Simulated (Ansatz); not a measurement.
# CH5NSSn: the cost of one run

All numbers are computed with Ansatz 0.2.0, driven from Python. Level of theory: PBE/def2-SVP.

### 1 The system

Bond lengths: N1–C2 1.286 Å, C2–S3 1.768 Å, C2–Sn4 2.056 Å, N1–H5 1.053 Å, S3–H6 1.420 Å, Sn4–H7 1.785 Å, Sn4–H8 1.740 Å, Sn4–H9 1.802 Å. Angles: N1–C2–S3 119.3°, N1–C2–Sn4 121.6°, S3–C2–Sn4 118.9°, C2–N1–H5 120.2°, C2–S3–H6 92.7°, C2–Sn4–H7 109.3°, C2–Sn4–H8 110.8°, C2–Sn4–H9 111.5°, H7–Sn4–H8 108.1°, H7–Sn4–H9 107.0°, H8–Sn4–H9 109.9°.

No structure file is read: the coordinates are typed or built in the script.

### 2 The code

bend_ch5nssn.py reads:

```python
"""Energy of CH5NSSn against one bond angle."""

from dataclasses import dataclass

import ansatz as az
from ase import Atoms


@dataclass
class Settings:
    basis_set: str = "def2-SVP"
    functional: str = "pbe"
    fmax: float = 0.02


cfg = Settings()

atoms = Atoms(["N", "C", "S", "Sn", "H", "H", "H", "H", "H"], positions=[
    [0.864, 0.4096, -1.6095],
    [0.5386, 0.5442, -0.3731],
    [1.5, 1.6035, 0.6652],
    [-1.0029, -0.5318, 0.4599],
    [0.2577, -0.1555, -2.2585],
    [2.4168, 0.5674, 0.9867],
    [-2.5382, -0.0617, -0.3206],
    [-0.7702, -2.238, 0.2134],
    [-1.1772, -0.1839, 2.2194],
])

# relax first, so that the scan starts from a minimum
first = (
    az.Crystal.molecule_from_ase(atoms).calculation()
    .basis(gaussian=cfg.basis_set)
    .functional(cfg.functional)
    .accuracy("medium")
    .relax(force_tolerance=cfg.fmax, max_steps=80)
)
atoms.positions = first.run().report["positions_ang"]

rows = []
for angle in [85, 95, 105, 115, 125, 140, 160]:
    bent = atoms.copy()
    bent.set_angle(1, 2, 5, angle, indices=[5])
    base = az.Crystal.molecule_from_ase(bent).calculation()
    base = base.basis(gaussian=cfg.basis_set)
    base = base.functional(cfg.functional).accuracy("medium")
    rows.append((angle, base.run().report["free_energy_ev"]))
floor = min(e for _, e in rows)
for angle, e in rows:
    print(f"angle C1-S2-H5 = {angle:3d} deg   {1000 * (e - floor):9.1f} meV")
```

### 3 What the engine is handed

The engine receives this input (first run):

```yaml
crystal:
  periodic: [false, false, false]
  atoms:
    - { symbol: "N", position_ang: [0.864, 0.4096, -1.6095] }
    - { symbol: C, position_ang: [0.5386, 0.5442, -0.3731] }
    - { symbol: S, position_ang: [1.5, 1.6035, 0.6652] }
    - { symbol: Sn, position_ang: [-1.0029, -0.5318, 0.4599] }
    - { symbol: H, position_ang: [0.2577, -0.1555, -2.2585] }
    - { symbol: H, position_ang: [2.4168, 0.5674, 0.9867] }
    - { symbol: H, position_ang: [-2.5382, -0.0617, -0.3206] }
    - { symbol: H, position_ang: [-0.7702, -2.238, 0.2134] }
    - { symbol: H, position_ang: [-1.1772, -0.1839, 2.2194] }
accuracy: medium
basis:
  gaussian:
    orbitals: def2-SVP
hamiltonian:
  xc: pbe
relax:
  f_tol: 0.02
  max_steps: 80
```

### 4 Launch

Run with:

```console
$ python bend_ch5nssn.py
```

**Question.** How long does this script take on 1 thread of Arm Neoverse V2, shared host, and how much memory does it need?

About 95 s, with a peak of 0.23 GiB.
